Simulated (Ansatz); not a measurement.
# CuNH (doublet): from Hartree-Fock to the top rungs, def2-QZVPP

An exercise on one series of results from a longer session: the logs are not shown, and one member is left open.

Program: Ansatz 0.2.0, Gaussian basis. Level of theory: def2-QZVPP, core rule «outside noble gas», up to 10 orbitals frozen. These are calculated values, not measurements.

The runs, in order: UHF; ROHF; CCSD(T) on UHF.

2 further runs of the same task are left out: 2 set aside as unsound or not needed. Runs told in other sessions of the task aren't counted.

### The geometry

The geometry is a PBE0/def2-TZVP stationary point (not a proven minimum).

3 atoms, charge 0, spin multiplicity 2.

Atoms are counted from 1 here; the program's logs count them from 0.

Bond lengths: Cu1–N2 1.814 Å, N2–H3 1.033 Å. Angles: Cu1–N2–H3 105.2°.

The first run:

Contents of in.yaml:

```yaml
crystal:
  periodic: [false, false, false]
  atoms:
    - {symbol: Cu, position_ang: [0.000000, 0.015641, 0.350073]}
    - {symbol: N, position_ang: [0.000000, -0.131422, -1.458118]}
    - {symbol: H, position_ang: [0.000000, 0.840171, -1.807978]}
basis:
  gaussian: {orbitals: "def2-QZVPP.json"}
magnetization: {spin_polarized: true, initial_magnetization: 1}
hamiltonian: {xc: hf}
output: {orbitals: {seedname: orbitals}}
```

Run with:

```sh
$ ansatz run in.yaml --threads 1 --pin off --events-out ev --progress --plain --max-ram 4096MiB --backend cpu
```

Steps of the session up to this table: UHF; ROHF; CCSD(T) on UHF.

One of the session's tables, all rows but one given; the rest of the session is left out.

| method | from UCCSD(T) (kJ/mol) |
| --- | --- |
| ROHF | +1876.3 |
| UHF | ? |
| UMP2 | -75.2 |
| UCCSD | +91.1 |
| UCCSD(T) | 0 |

Estimate the missing values for UHF.

**Answer.** from UCCSD(T) (kJ/mol): +1856.5. In the column «from UCCSD(T) (kJ/mol)» it lies between UCCSD (+91.1) and ROHF (+1876.3).

To keep in mind: The determinant of HF (⟨S²⟩ 1.71) is far from a pure spin state, so its energy mixes those of several spin states; that is harmless only where they are near-degenerate. Warnings: spin contamination; coupled cluster took another determinant than the lowest.
